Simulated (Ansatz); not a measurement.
# TaTi3 (I4/mmm) in Ansatz: reference runs

Reference runs on TaTi3: the cell as given and a disturbed copy.

Everything below comes from runs of Ansatz 0.2.0. Logs are shortened: lines on timing, memory, paths and dates and some standing lists are left out, and cuts for length are marked.

## Step 1: Starting point

The structure is tetragonal, space group I4/mmm (No. 139). Conventional cell: a = 3.996 Å, b = 3.996 Å, c = 8.796 Å, α = 90.00°, β = 90.00°, γ = 90.00°. Ta (site symmetry 4/mmm) is surrounded by 12 Ti at 2.83 to 2.97 Å. Around Ti (site symmetry 4/mmm) lie 4 Ta at 2.83 Å and 8 Ti at 2.97 Å. Ti (site symmetry -4m2) is surrounded by 8 Ti at 2.83 to 2.97 Å and 4 Ta at 2.97 Å.

The cell comes from a database or a generator and needn't be the stable form of this composition.

## Step 2: Single point, PBEsol

input.yaml reads:

```yaml
crystal:
  lattice:
    - [-1.997865, 1.997865, 4.397963]
    - [1.997865, -1.997865, 4.397963]
    - [1.997865, 1.997865, -4.397963]
  atoms:
    - { symbol: Ta, position: [0.0, 0.0, 0.0] }
    - { symbol: Ti, position: [0.5, 0.5, 0.0] }
    - { symbol: Ti, position: [0.25, 0.75, 0.5] }
    - { symbol: Ti, position: [0.75, 0.25, 0.5] }
kpoints:
  mp_grid: { grid: [9, 9, 9] }
scf:
  occupations: { method: fermi_dirac, width: 0.05 }
hamiltonian:
  xc: pbesol
  pseudopotentials: { kind: all_electron, lapw: { basis_error: 0.001 } }
output:
  forces: true
  stress: true
  eigenvalues: true
  populations: true
```

Potentials or basis: all-electron LAPW, scalar-relativistic.

Started as:

```
ansatz run input.yaml --threads 2 --pin off --max-ram 8192MiB --backend cpu --events-out ev --progress --plain --runs-dir out
```

Standard output:

```text
Warning: RAYON_NUM_THREADS=2 ignored (pool sized by the plan → 2); use --threads N
Ta: projections on atomic orbitals take those of the free atom 1s2 2s2 2p6 3s2 3p6 3d10 4s2 4p6 4d10 4f14 5s2 5p6 5d3 6s2, of charge +0.00 (hamiltonian.pseudopotentials.projection_atoms)
Ti: projections on atomic orbitals take those of the free atom 1s2 2s2 2p6 3s2 3p6 3d2 4s2, of charge +0.00 (hamiltonian.pseudopotentials.projection_atoms)
LAPW: plane waves up to 8.034 Å⁻¹, error target 1.0e-3 eV per atom; small_component_spin mean_spin; Ti in spheres of 1.361 Å, 12 of its electrons in bands, Dirac shells []; Ta in spheres of 1.465 Å, 37 of its electrons in bands, Dirac shells [] (how accurate: hamiltonian.pseudopotentials.lapw.basis_error, Limitations)
Engine: ansatz 0.2.0, x86_64-unknown-linux-gnu
Pseudopotentials: kind: all_electron
Pseudopotential: Ta, LAPW, valence charge 37, lapw/all_electron/scalar/gaussian/Ta, Koelling and Harmon's equation, gaussian nucleus
Pseudopotential: Ti, LAPW, valence charge 12, lapw/all_electron/scalar/gaussian/Ti, Koelling and Harmon's equation, gaussian nucleus
Functional definition: PBEsol
  exchange = pbesol_x
  correlation = pbesol_c
Crystal: 4 atoms, lattice volume = 70.217 Å³
Basis set: ecut = 245.92484341180813 eV, 615 PW (Γ), FFT grids on a1+a3, a2+a3, a3, exchange–correlation at level 2
Bands: 44, of which v1, the nominal top of the filled ones, is band 37 counted from 1 (36 counted from 0)
Symmetry: 16 space group operations
Space group: I4/mmm (ITA 139), of the structure as read, at distance tolerance 4.1e-5 Å
k-points: 75 of 729
Non-local potential: Ta, projectors of the file, none
Non-local potential: Ti, projectors of the file, none
Initial density: superposition of atomic densities (chi_scale 0.1, normalization cell, long waves kept (reshape's long-wave potential 0.00 eV rms))
Initial wavefunctions: plane waves of lowest kinetic energy (no species holds an atomic orbital)
Functional: x = pbesol(κ = 0.804, μ = 0.12345679012345678), c = pbesol(β = 0.046)
iter 1 solved again at ethr=5.17e-4 eV; its pass at ethr=1.00e-1 eV (dr2=3.77e-1 eV) is discarded
SCF iter   1: F=—  HF=-494066.472656 eV  |F-HF|=—  |Δ(HF+E_count)|=         —  Δρ=2.72e-2  dr2=3.79e-1  ethr=5.17e-4  ⟨swp⟩=2.3  Hψ=21422  notcnv=0
preconditioner: auto → Kerker (q_TF=auto, 2.746 Å⁻¹)  [metal: Δε(μ)=0.004 eV  Ē_g=10.503 eV  σ=0.050 eV  W_gap=0.02  n_scr=30 (ndim 8)  ℏωp=24.7 eV  f_vac=0.000  D(μ)=6.04/eV (n_scr^D=76)]
SCF iter   2: F=—  HF=-494065.795486 eV  |F-HF|=—  |Δ(HF+E_count)|=   6.77e-1  Δρ=1.52e-2  dr2=3.88e-1  ethr=5.17e-4  ⟨swp⟩=3.0  Hψ=11563  notcnv=0
SCF iter   3: F=—  HF=-494065.751197 eV  |F-HF|=—  |Δ(HF+E_count)|=   4.43e-2  Δρ=1.33e-2  dr2=2.61e-1  ethr=5.17e-4  ⟨swp⟩=2.2  Hψ=10890  notcnv=0
SCF iter   4: F=—  HF=-494065.712192 eV  |F-HF|=—  |Δ(HF+E_count)|=   3.90e-2  Δρ=7.70e-3  dr2=5.15e-2  ethr=3.58e-4  ⟨swp⟩=2.0  Hψ=10402  notcnv=0
SCF iter   5: F=—  HF=-494065.703841 eV  |F-HF|=—  |Δ(HF+E_count)|=         —  Δρ=5.71e-3  dr2=3.13e-2  ethr=7.05e-5  ⟨swp⟩=2.0  Hψ=10495  notcnv=0
the basis was enlarged: its passes take 153.1 KiB over the memory plan, 2 of 2 planned eigensolver slots
SCF iter   6: F=—  HF=-494065.701707 eV  |F-HF|=—  |Δ(HF+E_count)|=   2.13e-3  Δρ=3.50e-3  dr2=9.38e-3  ethr=4.29e-5  ⟨swp⟩=2.0  Hψ=10092  notcnv=0
SCF iter   7: F=—  HF=-494065.701337 eV  |F-HF|=—  |Δ(HF+E_count)|=   3.71e-4  Δρ=1.41e-3  dr2=1.89e-3  ethr=1.28e-5  ⟨swp⟩=2.0  Hψ=10423  notcnv=0
iter 8 solved again at ethr=2.40e-7 eV; its pass at ethr=2.58e-6 eV (dr2=1.75e-4 eV) is discarded
SCF iter   8: F=—  HF=-494065.701524 eV  |F-HF|=—  |Δ(HF+E_count)|=   1.87e-4  Δρ=4.09e-4  dr2=1.75e-4  ethr=2.40e-7  ⟨swp⟩=2.0  Hψ=17270  notcnv=0
SCF iter   9: F=—  HF=-494065.701512 eV  |F-HF|=—  |Δ(HF+E_count)|=   1.21e-5  Δρ=9.81e-5  dr2=1.09e-5  ethr=2.40e-7  ⟨swp⟩=2.0  Hψ=10435  notcnv=0
SCF iter  10: F=—  HF=-494065.701511 eV  |F-HF|=—  |Δ(HF+E_count)|=   8.18e-7  Δρ=2.02e-5  dr2=4.33e-7  ethr=1.49e-8  ⟨swp⟩=2.0  Hψ=10435  notcnv=0
SCF iter  11: F=-494065.701511 eV  HF=-494065.701511 eV  |F-HF|=5.84e-8  |Δ(HF+E_count)|=   1.13e-7  Δρ=6.27e-6  dr2=6.17e-8  ethr=5.93e-10  ⟨swp⟩=2.3  Hψ=10465  notcnv=0
SCF 1 converged in 11 iterations: F = -494065.701511 eV  dr2 = 6.17e-8
SCF converged after 11 iterations
Free energy (F): -494065.701511 eV
Harris-Foulkes:  -494065.701511 eV  (|F-HF|=5.84e-8)
Internal energy: -494065.644179 eV  (E = F + TS)
E sigma→0 (E₀):  -494065.672845 eV
Entropy (-TS):   -0.057331 eV (-14.333 meV/atom)
Fermi energy:    16.424968 eV
--- Per-component energies (eV) ---
  E_band       = -2525.784056
  E_kinetic    = 544032.197969
  E_xc         = -11860.477676
  E_electrostatic = -1026237.364472  (all electrons and nuclei)
  E_smearing   = -0.057331  (= −TS)
  E_closure    = 0.000000  (closes the sum)
  E_atoms      = -494033.974499  (free atoms, spherical and without spin; not in F)
  Σ components = -494065.701511   (vs F -494065.701511, Δ=0.00e0)
  Basis errors (estimates in eV, not in F): energy 1.7e-4 per atom: plane waves 1.4e-4 (7.7e-5 summed), levels above the bands 3.9e-22, relativity 1.2e-8, radial functions 3.0e-5, core shells 6.6e-7; eigenvalues (radial functions only) 1.0e-6; not estimated: angular momenta, meshes, grids; target (lapw.basis_error) 1.0e-3; muffin-tin radii Ti 1.361 Å, Ta 1.465 Å
--- Forces (eV/Å), atoms counted from 1 ---
  atom   1  Ta     0.00000000     0.00000000     0.00000000
  atom   2  Ti    -0.00000000     0.00000000     0.00000000
  atom   3  Ti    -0.00000000     0.00000000     0.00000000
  atom   4  Ti    -0.00000000     0.00000000     0.00000000
  max |Σ_I F_I| component: 1.56e-17 eV/Å
--- Stress (GPa, compression-positive) ---
       -4.509421       0.000000       0.000000
        0.000000      -4.509421       0.000000
        0.000000       0.000000      -5.193227
  P = ⅓ Tr σ = -4.7374 GPa (-47.374 kbar)
--- Band table (eV; the first three rows and the last of 75) ---
  k-point 0: bands = ["-199.7360", "-199.7135", "-199.7071", "-199.7011", "-199.7011", "-50.9092", "-39.9830", "-39.8527", "-39.8308", "-17.5059", "-17.5059", "-17.4795", "-16.4983", "-16.4983", "-16.4061", "-16.2139", "-16.2139", "-16.2136", "-16.0405", "-16.0405", "-16.0367", "-2.7894", "-2.7894", "-2.7754", "-2.7705", "-2.7654", "-2.7654", "-2.7531", "9.7731", "13.3106", "13.9664", "14.4048", "14.6904", "15.7615", "15.7615", "16.1682", "16.1682", "16.6861", "17.5866", "17.5866", "18.2569", "18.3169", "18.3875", "18.7640"]
  k-point 1: bands = ["-199.7360", "-199.7135", "-199.7071", "-199.7011", "-199.7011", "-50.9091", "-39.9753", "-39.8594", "-39.8317", "-17.5170", "-17.4825", "-17.4741", "-16.5266", "-16.4468", "-16.3765", "-16.2455", "-16.2454", "-16.1768", "-16.0981", "-16.0448", "-16.0389", "-2.7897", "-2.7896", "-2.7752", "-2.7704", "-2.7657", "-2.7654", "-2.7532", "10.0755", "13.5508", "14.2034", "14.5750", "14.8627", "15.3722", "15.7469", "15.9670", "16.3361", "16.8388", "17.3203", "17.6363", "17.6849", "18.4005", "18.4592", "18.9020"]
  k-point 2: bands = ["-199.7360", "-199.7135", "-199.7071", "-199.7011", "-199.7011", "-50.9088", "-39.9552", "-39.8762", "-39.8346", "-17.5453", "-17.4630", "-17.4571", "-16.5614", "-16.3321", "-16.3152", "-16.3142", "-16.2665", "-16.2134", "-16.1402", "-16.0685", "-16.0365", "-2.7904", "-2.7902", "-2.7747", "-2.7702", "-2.7662", "-2.7654", "-2.7534", "10.9167", "14.1519", "14.5870", "14.7890", "14.8791", "15.0973", "15.3583", "16.3500", "16.7801", "16.7853", "16.7909", "17.0975", "17.9618", "18.0229", "18.1981", "18.8934"]
  k-point 74: bands = ["-199.7360", "-199.7135", "-199.7071", "-199.7011", "-199.7011", "-50.9091", "-39.9649", "-39.8565", "-39.8459", "-17.5216", "-17.5190", "-17.4079", "-16.4801", "-16.4757", "-16.3309", "-16.2240", "-16.2085", "-16.1595", "-16.1481", "-16.1029", "-16.0906", "-2.7897", "-2.7894", "-2.7744", "-2.7706", "-2.7654", "-2.7654", "-2.7533", "11.6811", "12.5458", "13.2525", "13.6532", "14.3617", "14.3753", "15.2216", "15.7300", "16.8443", "16.9436", "18.6153", "18.7361", "18.9448", "18.9650", "19.2509", "19.4986"]
--- Löwdin populations: 4 sites ---
  site symbol       q [e]
     0     Ta     73.2661
     1     Ti     21.7498
     2     Ti     21.7611
     3     Ti     21.7611
  spilling = 0.003324 (of n_electrons = 139.000000)
```

It took 13 s on 2 threads of AMD EPYC 9R45 (Zen 5), shared host; peak memory 0.7 GiB.

Results:

```
Free energy            : -494065.7015 eV
Pressure               : -4.7 GPa
Band gap on the k mesh : none (metal or under the smearing width)
```

Levels at points of the mesh, in eV from the Fermi level:
| k point | band 34 | band 35 | band 36 | band 37 | band 38 | band 39 | band 40 | band 41 |
| --- | --- | --- | --- | --- | --- | --- | --- | --- |
| (0.00, 0.00, 0.00) | -0.66 | -0.66 | -0.26 | -0.26 | 0.26 | 1.16 | 1.16 | 1.83 |

The run has no spin-orbit coupling, so splittings on Ta are missing.

## Step 3: Single point, PBEsol (atoms moved at random, drawn with an rms of 0.05 Å)

input.yaml: that of step 2 with these lines changed.

```diff
@@ -6,6 +6,6 @@
   atoms:
-    - { symbol: Ta, position: [0.0, 0.0, 0.0] }
-    - { symbol: Ti, position: [0.5, 0.5, 0.0] }
-    - { symbol: Ti, position: [0.25, 0.75, 0.5] }
-    - { symbol: Ti, position: [0.75, 0.25, 0.5] }
+    - { symbol: Ta, position: [-0.004116, -0.004717, -0.0107] }
+    - { symbol: Ti, position: [0.49654, 0.486411, -0.003579] }
+    - { symbol: Ti, position: [0.263979, 0.744398, 0.509239] }
+    - { symbol: Ti, position: [0.761931, 0.254815, 0.508974] }
 kpoints:
```

Potentials or basis: all-electron LAPW, scalar-relativistic.

Started as:

```
ansatz run input.yaml --threads 2 --pin off --max-ram 8192MiB --backend cpu --events-out ev --progress --plain --runs-dir out
```

Wall time 2.1 min (2 threads of AMD EPYC 9R45 (Zen 5), shared host); peak memory 2 GiB.

The run converged. Its results:

```
Free energy            : -494065.6802 eV
Pressure               : -4.6 GPa
Largest force          : 0.346 eV/Å
Band gap on the k mesh : none (metal or under the smearing width)
```

Forces in eV/Å, atoms in the order of the input:
```
Ta   0.027  0.345 -0.020
Ti   0.048 -0.101  0.190
Ti   0.075 -0.252 -0.022
Ti  -0.149  0.009 -0.147
```

Stress tensor (GPa, compression positive):
```
-4.57 -0.04  0.02
-0.04 -4.37 -0.09
 0.02 -0.09 -4.90
```

Levels at points of the mesh, in eV from the Fermi level:
| k point | band 33 | band 34 | band 35 | band 36 | band 37 | band 38 | band 39 | band 40 | band 41 | band 42 |
| --- | --- | --- | --- | --- | --- | --- | --- | --- | --- | --- |
| (0.00, 0.00, 0.00) | -1.74 | -0.68 | -0.66 | -0.25 | -0.24 | 0.27 | 1.15 | 1.16 | 1.67 | 1.90 |
